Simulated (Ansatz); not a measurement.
# CH6BFSi: basis-set convergence

Aim: see how fast density functionals converge with the basis set for CH6BFSi.

The runs use Ansatz 0.2.0, Gaussian basis; one geometry, several basis sets.

Plan: PBE0-D4/def2-SVP; ωB97M-V/def2-SVP; PBE0-D4/def2-QZVPP; ωB97M-V/def2-QZVPP; the functionals' def2-TZVPP values are taken from earlier runs.

## (1) Structure used throughout

The geometry comes from an earlier relaxation with PBE0-D4 in a triple-zeta def2 set; it is a stationary point, not always the lowest conformer.

SMILES `BC[SiH2]F`, 10 atoms, charge 0, spin multiplicity 1.

Atoms are counted from 1 here; the program's logs count them from 0.

Bond lengths: B1–C2 1.537 Å, B1–H5 1.197 Å, B1–H6 1.197 Å, C2–Si3 1.871 Å, C2–H7 1.096 Å, C2–H8 1.096 Å, Si3–F4 1.602 Å, Si3–H9 1.482 Å, Si3–H10 1.482 Å. Angles: C2–B1–H5 120.7°, C2–B1–H6 120.7°, H5–B1–H6 118.6°, B1–C2–Si3 111.4°, B1–C2–H7 113.6°, B1–C2–H8 113.6°, Si3–C2–H7 103.5°, Si3–C2–H8 103.5°, H7–C2–H8 110.3°, C2–Si3–F4 107.7°, C2–Si3–H9 111.7°, C2–Si3–H10 111.8°, F4–Si3–H9 107.4°, F4–Si3–H10 107.4°, H9–Si3–H10 110.6°.

## (2) PBE0-D4 in def2-SVP

in.yaml reads:

```yaml
crystal:
  periodic: [false, false, false]
  atoms:
    - {symbol: B, position_ang: [-1.485814, 0.520723, -0.041612]}
    - {symbol: C, position_ang: [-0.408376, -0.522494, -0.378704]}
    - {symbol: Si, position_ang: [1.266505, -0.009985, 0.278358]}
    - {symbol: F, position_ang: [2.319420, -1.146496, -0.128849]}
    - {symbol: H, position_ang: [-1.699281, 1.439073, -0.779707]}
    - {symbol: H, position_ang: [-2.092608, 0.461782, 0.988920]}
    - {symbol: H, position_ang: [-0.235892, -0.642527, -1.454189]}
    - {symbol: H, position_ang: [-0.579945, -1.497772, 0.090576]}
    - {symbol: H, position_ang: [1.269375, 0.086593, 1.757192]}
    - {symbol: H, position_ang: [1.729716, 1.259901, -0.329185]}
basis:
  gaussian: {orbitals: def2-SVP}
hamiltonian: {xc: pbe0, dispersion: d4}
output: {orbitals: {seedname: orbitals}}
```

Command:

```console
$ ansatz run in.yaml --threads 2 --pin off --events-out ev --progress --plain --max-ram 4352MiB
```

Further steps of the session: ωB97M-V in def2-SVP; PBE0-D4 in def2-QZVPP; ωB97M-V in def2-QZVPP.

**Question.** What will the summary of the whole plan be? Wanted: PBE0-D4: double and triple zeta above quadruple; ωB97M-V: double and triple zeta above quadruple.

The runs gave:

```
                                       quantity          value
PBE0-D4: double and triple zeta above quadruple  8.90, 0.55 eV
ωB97M-V: double and triple zeta above quadruple  9.10, 0.51 eV
```

What this shows: PBE0-D4 gains 8.35 eV from double to triple zeta, then 0.55 eV more. Total energies overstate the basis error of differences, where much of it tends to cancel.
